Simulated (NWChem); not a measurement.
# One shape, several levels: doublet SiSe−

Wanted: a comparison of 4 runs (UHF/STO-3G, UHF/3-21G, UB3LYP/6-31G*) of doublet SiSe−. 

The results are computed with NWChem 7.3.0.

4 further runs of the same task are left out: 4 that didn't finish.

## 1. The system as given

The species is SiSe− (2 atoms), meant as a doublet with charge -1. As SMILES of the parent species, `[Si][Se]`. The shape is that of a PBE0-D4/def2-TZVP optimisation. That shape belongs to the parent species and isn't relaxed for this state.

Bond lengths: Si1–Se2 2.062 Å.

## 2. A single-point energy at UHF/STO-3G (run 1)

File mymol.xyz:

```xyz
2
SiSe
Si     0.000000     0.000000     0.031440
Se     0.000000     0.000000     2.093090
```

File run.py:

```python
from ase.io import read
from ase.calculators.nwchem import NWChem

mol = read('mymol.xyz')

calc = NWChem(
    label='mymol',
    theory='scf',
    memory='2200 mb',
    basis='STO-3G',
    basispar='spherical bse',
    charge=-1,
    scf={'nopen': '1', 'uhf': None, 'thresh': '1e-08', 'maxiter': '80'},
    task='energy',
)
mol.calc = calc

print(f"energy = {mol.get_potential_energy():.6f} eV")
```

Run with:

```
export ASE_NWCHEM_COMMAND="nwchem PREFIX.nwi > PREFIX.nwo"
python run.py
```

What it wrote:

```text
energy = -72354.111670 eV
```

The calculator wrote mymol.nwi:

```
title "mymol"

permanent_dir mymol

scratch_dir mymol

start mymol

geometry units angstrom nocenter noautosym noautoz
  Si 0.0000000000000000e+00 0.0000000000000000e+00 3.1440000000000003e-02
  Se 0.0000000000000000e+00 0.0000000000000000e+00 2.0930900000000001e+00
end

charge -1

memory 2200 mb

basis spherical bse noprint
   * library STO-3G
end

scf
  nopen 1
  uhf
  thresh 1e-08
  maxiter 80
end

task scf energy
```

mymol.nwo:

```text
Northwest Computational Chemistry Package (NWChem) 7.3.0
             --------------------------------------------------------

           Job information
           ---------------

    nwchem branch   = 7.3.0
    use scalapack   = T
    input           = mymol.nwi
    prefix          = mymol.
    data base       = mymol/mymol.db
    status          = startup
    nproc           =        1

           Memory information
           ------------------

[... 5 lines left out ...]
    hardfail = no
[... 94 lines left out ...]
 1-e energy   =   -4053.644494
[... 9 lines left out ...]
 Convergence threshold     :          1.000E-08
[... 16 lines left out ...]
      One electron energy =  -3989.051484829082
[... 9 lines left out ...]
          Final alpha eigenvalues
[... 157 lines left out ...]
                     UHF Final Beta Molecular Orbital Analysis
[... 133 lines left out ...]
       Multipole analysis of the density wrt the origin
       ------------------------------------------------

     L   x y z        total         alpha         beta         nuclear
     -   - - -        -----         -----         ----         -------
     0   0 0 0     -1.000000    -25.000000    -24.000000     48.000000

     1   1 0 0      0.000000      0.000000      0.000000      0.000000
[... 8 lines of this table left out ...]
     2   0 0 2    -36.899169   -285.089320   -283.786707    531.976858

 Task  times  cpu:        2.9s     wall:        2.9s
 Total times  cpu:        2.9s     wall:        2.9s
```

Run time: 4.5 s. Hardware: 1 thread of Intel Xeon Platinum 8259CL at 2.50GHz (Skylake/Cascade Lake), shared host; peak memory 0.099 GiB.

## 3. The energy at UHF/3-21G (run 2)

File run.py:

```python
from ase import Atoms
from ase.calculators.nwchem import NWChem

atoms = Atoms('SiSe', positions=[
    [0.000000, 0.000000, 0.031440],
    [-0.000000, -0.000000, 2.093090],
])

calc = NWChem(
    label='m1',
    theory='scf',
    memory='2200 mb',
    basis='3-21G',
    basispar='spherical bse',
    charge=-1,
    scf={'nopen': '1', 'uhf': None, 'thresh': '1e-08', 'maxiter': '80', 'print': 'low'},
    task='energy',
)
atoms.calc = calc

print(f"energy = {atoms.get_potential_energy():.6f} eV")
```

Run with:

```
export ASE_NWCHEM_COMMAND="nwchem PREFIX.nwi > PREFIX.nwo"
python run.py
```

What it wrote:

```text
energy = -72814.610730 eV
```

The calculator wrote m1.nwi:

```
title "m1"

permanent_dir m1

scratch_dir m1

start m1

geometry units angstrom nocenter noautosym noautoz
  Si 0.0000000000000000e+00 0.0000000000000000e+00 3.1440000000000003e-02
  Se -0.0000000000000000e+00 -0.0000000000000000e+00 2.0930900000000001e+00
end

charge -1

memory 2200 mb

basis spherical bse noprint
   * library 3-21G
end

scf
  nopen 1
  uhf
  thresh 1e-08
  maxiter 80
  print low
end

task scf energy
```

m1.nwo:

```text
Northwest Computational Chemistry Package (NWChem) 7.3.0
             --------------------------------------------------------

           Job information
           ---------------

    nwchem branch   = 7.3.0
    use scalapack   = T
    input           = m1.nwi
    prefix          = m1.
    data base       = m1/m1.db
    status          = startup
    nproc           =        1

           Memory information
           ------------------

[... 5 lines left out ...]
    hardfail = no
[... 34 lines left out ...]
            Nuclear Dipole moment (a.u.)
[... 39 lines left out ...]
 Forming initial guess at       0.1s

 Starting SCF solution at       0.2s

       Final UHF  results
       ------------------

         Total SCF energy =  -2675.887610614081
      One electron energy =  -3986.865149727413
      Two electron energy =   1188.799492149078
 Nuclear repulsion energy =    122.178046964255

                       Sz =      0.5000
                 Sz(Sz+1) =      0.7500
                      S^2 =      0.7659

        Time for solution =      3.2s

 Task  times  cpu:        3.3s     wall:        3.3s
 Total times  cpu:        3.4s     wall:        3.4s
```

Wall time 4.8 s (1 thread of Intel Xeon Platinum 8259CL at 2.50GHz (Skylake/Cascade Lake), shared host); peak memory 0.099 GiB.

## 4. The energy at UB3LYP/6-31G(d) (spherical functions) (run 3)

File job.nw:

```
start job
title "SeSi"
memory 2200 mb
charge -1

geometry units angstroms noautosym nocenter noautoz
  Si       0.000000       0.000000       0.031440
  Se       0.000000       0.000000       2.093090
end

basis spherical bse
  Si library 6-31G*
  Se library 6-31G*
end

dft
  xc b3lyp
  mult 2
  grid xfine
  convergence energy 1e-08
  maxiter 100
  mulliken
  print medium
end

task dft energy
```

Run with:

```
nwchem job.nw > job.out
```

What it wrote:

```text
[...]
          Wavefunction type:  spin polarized.
          No. of atoms     :     2
          No. of electrons :    49
[...]
          Charge           :    -1
          Spin multiplicity:     2
[...]
          AO basis - number of functions:    50
[...]
              XC Information
              --------------
                         B3LYP Method XC Potential
                     Hartree-Fock (Exact) Exchange  0.200
                        Slater Exchange Functional  0.800 local
                    Becke 1988 Exchange Functional  0.720 non-local
              Lee-Yang-Parr Correlation Functional  0.810
                  VWN I RPA Correlation Functional  0.190 local
[...]
 d= 0,ls=0.0,diis     1  -2690.3355748495 -2.81D+03  3.94D-02  2.59D+00     4.1
[...]
 d= 0,ls=0.0,diis    12  -2690.8068217957 -7.89D-09  8.08D-07  1.08D-10    27.0
[...]
         Total DFT energy =    -2690.806821795672
      One electron energy =    -3999.352827591382
           Coulomb energy =     1294.680864785154
    Exchange-Corr. energy =     -108.312905953700
 Nuclear repulsion energy =      122.178046964255
[...]
      Total Density - Mulliken Population Analysis
     ---------------------------------------------
    Atom       Charge   Shell Charges
 -----------   ------   -------------------------------------------------------
    1 Si  14    14.38   2.00  2.00  5.96  1.13  1.48  0.81  0.94  0.07
    2 Se  34    34.62   2.00  2.00  6.00  2.00  5.99  1.56  3.19  0.35  1.50  6.92  2.93  0.20
[...]
      <S2> =      0.7527 (Exact =     0.7500)
[...]
```

Wall time 28 s (1 thread of Intel Xeon Platinum 8259CL at 2.50GHz (Skylake/Cascade Lake), shared host); peak memory 0.12 GiB.

## 5. The energy at UB3LYP/6-31G(d) (Cartesian functions) (run 4)

File struct.xyz:

```xyz
2
SeSi energy
Si     0.000000     0.000000     0.031440
Se     0.000000     0.000000     2.093090
```

File run.py:

```python
from ase.io import read
from ase.calculators.nwchem import NWChem

system = read('struct.xyz')

calc = NWChem(
    label='struct',
    theory='dft',
    memory='2200 mb',
    basis='6-31G*',
    charge=-1,
    dft={'xc': 'b3lyp', 'mult': '2', 'grid': 'xfine', 'convergence': 'energy 1e-08', 'iterations': '100', 'mulliken': None},
    task='energy',
)
system.calc = calc

print(f"energy = {system.get_potential_energy():.6f} eV")
```

Run with:

```
export ASE_NWCHEM_COMMAND="nwchem PREFIX.nwi > PREFIX.nwo"
python run.py
```

What it wrote:

```text
energy = -73220.840727 eV
```

The calculator wrote struct.nwi:

```
title "struct"

permanent_dir struct

scratch_dir struct

start struct

geometry units angstrom nocenter noautosym noautoz
  Si 0.0000000000000000e+00 0.0000000000000000e+00 3.1440000000000003e-02
  Se 0.0000000000000000e+00 0.0000000000000000e+00 2.0930900000000001e+00
end

charge -1

memory 2200 mb

basis noprint
   * library 6-31G*
end

dft
  xc b3lyp
  mult 2
  grid xfine
  convergence energy 1e-08
  iterations 100
  mulliken
end

task dft energy
```

struct.nwo:

```text
Northwest Computational Chemistry Package (NWChem) 7.3.0
             --------------------------------------------------------

           Job information
           ---------------

    nwchem branch   = 7.3.0
    use scalapack   = T
    input           = struct.nwi
    prefix          = struct.
    data base       = struct/struct.db
    status          = startup
    nproc           =        1

           Memory information
           ------------------

[... 5 lines left out ...]
    hardfail = no
[... 34 lines left out ...]
            Nuclear Dipole moment (a.u.)
[... 55 lines left out ...]
          Convergence on density requested:  1.00D-05
[... 26 lines left out ...]
          Convergence aids based upon iterative change in
[... 31 lines left out ...]
 2-e energy   =    1225.221057
[... 64 lines left out ...]
           Coulomb energy =     1294.512742353846
[... 393 lines left out ...]
                     DFT Final Beta Molecular Orbital Analysis
[... 463 lines left out ...]
     Multipole analysis of the density
     ---------------------------------

     L   x y z        total         alpha         beta         nuclear
     -   - - -        -----         -----         ----         -------
     0   0 0 0     -1.000000    -25.000000    -24.000000     48.000000

     1   1 0 0      0.000000      0.000000      0.000000      0.000000
[... 8 lines of this table left out ...]
     2   0 0 2    -37.716419   -287.725470   -281.967807    531.976858

 Task  times  cpu:       26.6s     wall:       26.6s
 Total times  cpu:       26.7s     wall:       26.7s
```

Run time: 28 s. Hardware: 1 thread of Intel Xeon Platinum 8259CL at 2.50GHz (Skylake/Cascade Lake), shared host; peak memory 0.12 GiB.

## 6. The series

```tsv
run	level	iteration cap	module	energy (Eh)	HOMO energy (eV)	LUMO energy (eV)	⟨S²⟩	wall time
1	UHF/STO-3G	80	scf	-2658.964582	4.87	13.91	0.759	4.5 s
2	UHF/3-21G	80	scf	-2675.887611	–	–	0.766	4.8 s
3	UB3LYP/6-31G* (spherical functions)	100	dft	-2690.806822	1.92	3.30	0.753	28 s
4	UB3LYP/6-31G* (Cartesian functions)	100	dft	-2690.816288	1.92	3.30	0.753	28 s
```

## 7. Summary of results

```
                                 quantity           value
                      run 4: total energy  -2690.81629 Eh
run 4: HOMO energy (highest over α and β)         1.92 eV
 run 4: LUMO energy (lowest over α and β)         3.30 eV
                              run 4: ⟨S²⟩           0.753
```

**Reading.** In runs 1, 3, 4 the HOMO lies above zero, from self-interaction, a short basis or an electron that isn't bound. In run 1 the basis is minimal, so the values are rough. All runs together took 65 s, the longest 28 s.
